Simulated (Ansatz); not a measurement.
# BrH3OSSi2: the cost of one run

Program: Ansatz 0.2.0 through its Python package. Level of theory: PBE0/def2-SVP. These are calculated values, not measurements.

## 1. The structure

Bond lengths: S1–Si2 2.116 Å, Si2–O3 1.601 Å, Si2–Si4 2.289 Å, O3–Si4 1.619 Å, Si4–Br5 2.146 Å, S1–H6 1.305 Å, Si2–H7 1.491 Å, Si4–H8 1.476 Å. Angles: S1–Si2–O3 104.9°, S1–Si2–Si4 118.6°, S1–Si2–H7 116.6°, O3–Si2–Si4 45.0°, O3–Si2–H7 106.8°, Si4–Si2–H7 122.9°, Si2–S1–H6 97.0°, Si2–O3–Si4 90.6°, Si2–Si4–O3 44.4°, Si2–Si4–Br5 118.5°, Si2–Si4–H8 123.3°, O3–Si4–Br5 112.7°, O3–Si4–H8 109.6°, Br5–Si4–H8 118.3°.

No structure file is read: the coordinates are typed or built in the script.

## 2. The script

The input, opt.py:

```python
"""Relax the BrH3OSSi2 molecule."""

import warnings

import ansatz as az
from ase import Atoms
import numpy as np

BASIS = "def2-SVP"
FUNCTIONAL = "pbe0"

warnings.simplefilter("ignore", az.DeckWarning)

atoms = Atoms(["S", "Si", "O", "Si", "Br", "H", "H", "H"], positions=[
    [-1.9755, -0.2451, 1.4744],
    [-0.743, 0.6259, -0.0094],
    [0.7385, 0.132, 0.3429],
    [0.8151, -0.6903, -1.0491],
    [2.1339, 0.2199, -2.4761],
    [-1.155, -0.0858, 2.4772],
    [-0.7008, 2.116, -0.0511],
    [0.9789, -2.1296, -0.7646],
])
geometry = az.Crystal.molecule_from_ase(atoms)

setup = (
    geometry.calculation()
    .basis(gaussian=BASIS)
    .functional(FUNCTIONAL)
)
symbols = [site.symbol for site in geometry.cartesian_sites]
start = np.array([site.position_ang for site in geometry.cartesian_sites], dtype=float)
report = setup.relax(force_tolerance=0.005).run(threads=1).report
end = np.array(report["positions_ang"])

print(f"E = {report['free_energy_ev']:.6f} eV = {report['free_energy_ev'] / 27.211386246:.7f} Ha")
print("converged:", report["converged"], " doubts:", report["published_state_doubts"] or "none")

print("bond        before    after (A)")
for i, j in [(0, 1), (0, 5), (1, 2), (1, 3), (1, 6), (2, 3), (3, 4), (3, 7)]:
    d0, d1 = (np.linalg.norm(xyz[i] - xyz[j]) for xyz in (start, end))
    print(f"{symbols[i]}{i}-{symbols[j]}{j}".ljust(10), f"{d0:8.4f} {d1:8.4f}")

charges = report["charge_distribution"]
print("dipole moment", round(4.803205 * float(np.linalg.norm(charges["dipole_moment_e_ang"])), 3), "D")
print("Mulliken:", [(s, round(q, 3)) for s, q in zip(symbols, charges["mulliken_charges_e"])])
```

## 3. What the engine is handed

The package turns the script's settings into the engine's input:

```yaml
crystal:
  periodic: [false, false, false]
  atoms:
    - { symbol: S, position_ang: [-1.9755, -0.2451, 1.4744] }
    - { symbol: Si, position_ang: [-0.743, 0.6259, -0.0094] }
    - { symbol: O, position_ang: [0.7385, 0.132, 0.3429] }
    - { symbol: Si, position_ang: [0.8151, -0.6903, -1.0491] }
    - { symbol: Br, position_ang: [2.1339, 0.2199, -2.4761] }
    - { symbol: H, position_ang: [-1.155, -0.0858, 2.4772] }
    - { symbol: H, position_ang: [-0.7008, 2.116, -0.0511] }
    - { symbol: H, position_ang: [0.9789, -2.1296, -0.7646] }
basis:
  gaussian:
    orbitals: def2-SVP
hamiltonian:
  xc: pbe0
relax:
  f_tol: 0.005
```

## 4. The run

Run with:

```bash
$ python opt.py
```

**Question.** How long does this script take on 1 thread of Arm Neoverse V1, shared host, and how much memory does it need?

About 2 min, with a peak of 0.37 GiB.
